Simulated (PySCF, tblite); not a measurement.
**C4H5N2OS2 radical: geometry, infrared bands and EPR parameters**

Wanted: the infrared bands and EPR parameters of C4H5N2OS2 radical (`CSCOc1n[c]sn1`), by calculation.

Programs: tblite 0.8.0 and PySCF 2.14.0, with density-fitted response routines of our own. Each step states its level of theory. These are calculated values for one molecule in the gas phase, unless marked as measured. Atoms count from 0, in the outputs and in this text.

### Step 1. The starting structure

14 atoms, charge 0, multiplicity 2; geometry from: force field or distance geometry start.

Bonds of the start (Å): C0–S1 1.83, S1–C2 1.80, C2–O3 1.41, O3–C4 1.44, C4–N5 1.32, N5–C6 1.31, C6–S7 1.66, S7–N8 1.82, N8–C4 1.28, C0–H9 1.12, C0–H10 1.10, C0–H11 1.11, C2–H12 1.12, C2–H13 1.11.

### Step 2. Geometry optimisation with GFN2-xTB

What the job is given:

```
{"job": {"kind": "relax", "xc": "GFN2-xTB", "basis": "xTB"}, "charge": 0, "multiplicity": 2}
C      2.313700    -0.599900     0.839100
S      1.185500     0.842100     0.778300
C      0.495200     1.082200    -0.870700
O     -0.391000     0.055500    -1.242800
C     -1.533000    -0.138200    -0.381500
N     -2.397300    -1.096000    -0.680300
C     -3.388600    -1.142300     0.179200
S     -3.289400    -0.007000     1.381800
N     -1.738000     0.605300     0.646200
H      3.227400    -0.385500     1.456500
H      2.615900    -0.949300    -0.158200
H      1.760400    -1.414900     1.361100
H     -0.139100     2.007000    -0.830400
H      1.277600     1.140500    -1.660400
```

Run with:

```console
$ OMP_NUM_THREADS=1 python probes_run.py task.json out
```

The driver reads the jobs from task.json and runs them one after another.

**Question.** This job is followed by: GFN2-xTB harmonic vibrations, gas phase; UKS B3LYP, pcH-1 on C H N O S, non-relativistic, mean-field spin-orbit, GIAO. What will the session give for the following? strongest single infrared mode (GFN2-xTB); zero-point energy (GFN2-xTB); g(iso) (B3LYP); ⟨S²⟩; largest a(iso) (averaged by class); potential on the surface of density 0.002 e/bohr³, 1st and 99th percentile.

The runs gave:

| quantity | value |
| --- | --- |
| strongest single infrared mode (GFN2-xTB) | 1564 cm⁻¹, 353 km/mol |
| zero-point energy (GFN2-xTB) | 56.3 kcal/mol |
| g(iso) (B3LYP) | 2.00017 |
| ⟨S²⟩ | 0.756 (exact 0.75) |
| largest a(iso) (averaged by class) | 13C on C6, 669.7 MHz |
| potential on the surface of density 0.002 e/bohr³, 1st and 99th percentile | -1.21 V and 1.22 V |

In words: The optimisation took 104 steps and gained 0.861 eV; among the close pairs (by a distance rule), S7–N8 changed most, from 1.823 to 1.652 Å. No mode is imaginary among the 36: a minimum at this level. The strongest single mode, at 1564 cm⁻¹, moves mainly C6 and N5. GFN2-xTB is a fitted tight-binding method: band positions and strengths are rough. Its intensities can rank the bands wrongly. C6 carries the largest spin population, 0.81 e. The isotropic g lies 2.2 ppt below the free-electron value.
